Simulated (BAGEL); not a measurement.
# HF/STO-3G (density fitting with qzvpp-jkfit) run of C2H5PSi (SMILES [SiH3]C1=CP1)

We compute the energy of C2H5PSi. 

Program for the calculation: BAGEL 1.2.2.

## Step 1: The system as given

C2H5PSi has 9 atoms, charge 0, and is taken as a singlet. SMILES: `[SiH3]C1=CP1`. One bond was lengthened or shortened from a relaxed shape.

Bond lengths: Si1–C2 1.867 Å, C2–C3 1.309 Å, C2–P4 1.871 Å, C3–P4 1.828 Å, Si1–H5 1.684 Å, Si1–H6 1.463 Å, Si1–H7 1.462 Å, C3–H8 1.067 Å, P4–H9 1.422 Å. Some angles: Si1–C2–C3 148.9°, Si1–C2–P4 143.6°, C3–C2–P4 67.5°, C2–C3–P4 71.1°, C2–P4–C3 41.4°, C2–Si1–H5 107.7°, C2–Si1–H6 107.4°, C2–Si1–H7 107.9°, C2–C3–H8 145.7°, P4–C3–H8 143.2°.

## Step 2: A single-point energy at HF/STO-3G (density fitting with qzvpp-jkfit)

The input, calc.json:

```json
{ "bagel": [

{
  "title": "molecule",
  "basis": "sto-3g",
  "df_basis": "qzvpp-jkfit",
  "angstrom": true,
  "geometry": [
    { "atom": "Si", "xyz": [   -0.002382,    1.276523,   -0.767373 ] },
    { "atom": "C", "xyz": [    0.268868,   -0.210067,    0.329277 ] },
    { "atom": "C", "xyz": [    0.218398,   -1.508267,    0.489947 ] },
    { "atom": "P", "xyz": [    0.846878,   -0.743927,    2.027097 ] },
    { "atom": "H", "xyz": [   -0.615400,    0.723730,   -2.234730 ] },
    { "atom": "H", "xyz": [   -0.963352,    2.149493,   -0.091883 ] },
    { "atom": "H", "xyz": [    1.285418,    1.945973,   -0.943403 ] },
    { "atom": "H", "xyz": [    0.002738,   -2.445847,    0.027877 ] },
    { "atom": "H", "xyz": [   -0.401582,   -0.610867,    2.694137 ] }
  ]
},
{ "title": "hf" },
{ "title": "print", "file": "orbitals.molden", "orbitals": true }

]}
```

Run with:

```console
BAGEL_NUM_THREADS=1 BAGEL calc.json > calc.out
```

The log of the run:

```text
* using 1 threads per process

  ===============================================================
  ===============================================================

  *** Geometry ***

  { "atom" : "Si", "xyz" : [     -0.004501,      2.412279,     -1.450125 ] },
  { "atom" : "C", "xyz" : [      0.508087,     -0.396969,      0.622243 ] },
  { "atom" : "C", "xyz" : [      0.412712,     -2.850212,      0.925866 ] },
  { "atom" : "P", "xyz" : [      1.600367,     -1.405818,      3.830658 ] },
  { "atom" : "H", "xyz" : [     -1.162937,      1.367651,     -4.223028 ] },
  { "atom" : "H", "xyz" : [     -1.820471,      4.061953,     -0.173634 ] },
  { "atom" : "H", "xyz" : [      2.429088,      3.677356,     -1.782773 ] },
  { "atom" : "H", "xyz" : [      0.005174,     -4.621981,      0.052680 ] },
  { "atom" : "H", "xyz" : [     -0.758880,     -1.154371,      5.091181 ] },

  Number of auxiliary basis functions:      496

  Since a DF basis is specified, we compute 2- and 3-index integrals:
    o Being stored without compression. Storage requirement is 0.004 GB

  Number of basis functions:       33
  Number of electrons      :       46

    * METHOD: MOLECULE                             0.17

  *** RHF ***

  === Nuclear Repulsion ===
   182.4961390956

      * DIIS with orbital gradients will be used.

  === RHF iteration (sto-3g) ===
      0       -700.08307575          0.00679033           0.03
      1       -700.10860473          0.00174677           0.03
      2       -700.11022302          0.00070724           0.03
      3       -700.11040626          0.00023536           0.03
      4       -700.11042311          0.00004171           0.03
      5       -700.11042384          0.00000980           0.03
      6       -700.11042392          0.00000302           0.03
      7       -700.11042393          0.00000106           0.03
      8       -700.11042393          0.00000038           0.03
      9       -700.11042393          0.00000014           0.03
     10       -700.11042393          0.00000005           0.03
     11       -700.11042393          0.00000002           0.03
     12       -700.11042393          0.00000000           0.03
    * SCF iteration converged.

    * Permanent dipole moment:
           (    0.143515,    -0.204241,     0.255122) a.u.

    * METHOD: HF                                   0.42

    * METHOD: PRINT                                0.00

  ===============================================================
```

Wall time 0.76 s (1 thread of Arm Neoverse V2, shared host); peak memory 0.082 GiB.

## Step 3: Outcome

At HF/STO-3G (density fitting with qzvpp-jkfit):

| quantity | value |
| --- | --- |
| total energy | -700.11042 Eh |
| dipole moment | 0.91 D |
| HOMO energy | -6.65 eV |
| LUMO energy | 8.81 eV |
| HOMO–LUMO gap | 15.45 eV |
